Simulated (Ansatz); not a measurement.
# H₃NSiTe (SMILES [SiH2]=N[TeH]): one structure at several levels

An exercise on one series of results from a longer session: the logs are not shown, and one member is left open.

The runs use Ansatz 0.2.0, Gaussian basis; single points in def2-TZVPP.

Cores are frozen in the correlated methods. Filled d shells of the heavier atoms are correlated. Core potentials replace the inner electrons past krypton, and spin-orbit coupling is left out.

### Starting geometry

SMILES `[SiH2]=N[TeH]`, 6 atoms, charge 0, spin multiplicity 1.

Atoms are counted from 1 here; the program's logs count them from 0.

Bond lengths: Si1–N2 1.670 Å, Si1–H4 1.376 Å, Si1–H5 1.417 Å, N2–Te3 2.011 Å, Te3–H6 1.678 Å. Angles: N2–Si1–H4 109.4°, N2–Si1–H5 133.8°, H4–Si1–H5 116.6°, Si1–N2–Te3 129.8°, N2–Te3–H6 91.7°.

Coordinates:

```
atom    x (Å)    y (Å)    z (Å)
 Si1  -0.9892   0.1912  -0.5595
  N2   0.2027  -0.8340   0.0048
 Te3   1.3465  -0.6937   1.6531
  H4  -1.5094  -0.3117  -1.7299
  H5  -1.4762   1.4546  -0.1410
  H6   2.4007   0.3671   0.8914
```

The first run:

The input, run/in.yaml:

```yaml
crystal:
  periodic: [false, false, false]
  atoms:
    - {symbol: Si, position_ang: [-0.989200, 0.191200, -0.559500]}
    - {symbol: N, position_ang: [0.202700, -0.834000, 0.004800]}
    - {symbol: Te, position_ang: [1.346500, -0.693700, 1.653100]}
    - {symbol: H, position_ang: [-1.509400, -0.311700, -1.729900]}
    - {symbol: H, position_ang: [-1.476200, 1.454600, -0.141000]}
    - {symbol: H, position_ang: [2.400700, 0.367100, 0.891400]}
basis:
  gaussian: {orbitals: def2-TZVPP}
correlation: {method: ccsd_t}
output: {forces: true}
```

No record of the launch command was kept for these runs.

Steps of the session up to this table: CCSD(T)/def2-TZVPP; PBE0-D4/def2-TZVPP; wB97M-V/def2-TZVPP; r2SCAN-D4/def2-TZVPP; PBE-D4/def2-TZVPP; HSE06-D4/def2-TZVPP; r2SCANh-D4/def2-TZVPP.

One of the session's tables, all rows but one given; the rest of the session is left out.

```
    method  RMS force component (eV/Å)  angle to CCSD(T) forces (°)  dipole (D)
   CCSD(T)                       1.273                    reference        2.86
   PBE0-D4                       1.432                          5.4        3.10
   wB97M-V                       1.451                          7.6        3.21
 r2SCAN-D4                       1.357                          3.5        2.95
    PBE-D4                           ?                            ?           ?
  HSE06-D4                       1.424                          5.2        3.09
r2SCANh-D4                       1.403                          4.6        3.06
```

**Question.** Estimate the row for PBE-D4.

The run gave: RMS force component (eV/Å): 1.296; angle to CCSD(T) forces (°): 8.4; dipole (D): 2.73. In the column «RMS force component (eV/Å)» it lies between CCSD(T) (1.273) and r2SCAN-D4 (1.357).
